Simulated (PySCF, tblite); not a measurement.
**C₃H₇OSi radical: geometry, infrared bands and EPR parameters**

Wanted: the infrared bands and EPR parameters of C₃H₇OSi radical (`[SiH3]O[C]1CC1`), by calculation.

Computed with tblite 0.8.0 and PySCF 2.14.0, with density-fitted response routines of our own, on a single molecule in the gas phase. Atoms count from 0, in the outputs and in this text.

## 1. Starting geometry

12 atoms, charge 0, multiplicity 2; geometry from: force field or distance geometry start.

Bonds of the start (Å): Si0–O1 1.70, O1–C2 1.36, C2–C3 1.49, C3–C4 1.52, C4–C2 1.53, Si0–H5 1.46, Si0–H6 1.48, Si0–H7 1.46, C3–H8 1.08, C3–H9 1.13, C4–H10 1.10, C4–H11 1.10.

## 2. Geometry optimisation with GFN2-xTB

The job: settings as JSON, then the geometry in Å.

```
{"job": {"kind": "relax", "xc": "GFN2-xTB", "basis": "xTB"}, "charge": 0, "multiplicity": 2}
Si     1.946000     0.168700     0.130100
O      0.534600     0.569200     0.996000
C     -0.516800    -0.281000     0.847100
C     -1.056800    -0.742800    -0.464100
C     -1.702700     0.458400     0.214000
H      1.681300    -0.597900    -1.086500
H      2.550600     1.463200    -0.274800
H      2.957400    -0.511600     0.935800
H     -0.557300    -0.592100    -1.414300
H     -1.715300    -1.656300    -0.369000
H     -2.641500     0.319100     0.761000
H     -1.478300     1.402500    -0.301300
```

Command:

```console
OMP_NUM_THREADS=1 python probes_run.py task.json out
```

One launch serves the whole session: the jobs run in the order shown.

**Question.** This job is followed by: GFN2-xTB harmonic vibrations, gas phase; UKS B3LYP, pcH-1 on C H O Si, non-relativistic, mean-field spin-orbit, GIAO. What will the session give for the following? strongest single infrared mode (GFN2-xTB); zero-point energy (GFN2-xTB); g(iso) (B3LYP); ⟨S²⟩; largest a(iso) (averaged by class); potential on the surface of density 0.002 e/bohr³, 1st and 99th percentile.

As calculated:

```
                                                                  quantity                  value
                                 strongest single infrared mode (GFN2-xTB)  2220 cm⁻¹, 354 km/mol
                                              zero-point energy (GFN2-xTB)          53.7 kcal/mol
                                                            g(iso) (B3LYP)                2.00327
                                                                      ⟨S²⟩     0.753 (exact 0.75)
                                        largest a(iso) (averaged by class)   13C on C2, 406.2 MHz
potential on the surface of density 0.002 e/bohr³, 1st and 99th percentile     -1.11 V and 1.41 V
```

**Reading.** Over 113 steps the energy fell by 0.745 eV; of the close pairs, Si0–O1 changed most, 1.704 to 1.630 Å. All 30 modes are real, so the xTB geometry is a minimum. The strongest single mode, at 2220 cm⁻¹, moves mainly H5. GFN2-xTB is a fitted tight-binding method: band positions and strengths are rough. Its intensities can rank the bands wrongly. Most of the unpaired spin sits on C2 (0.81 e). The isotropic g lies 1.0 ppt above the free-electron value.
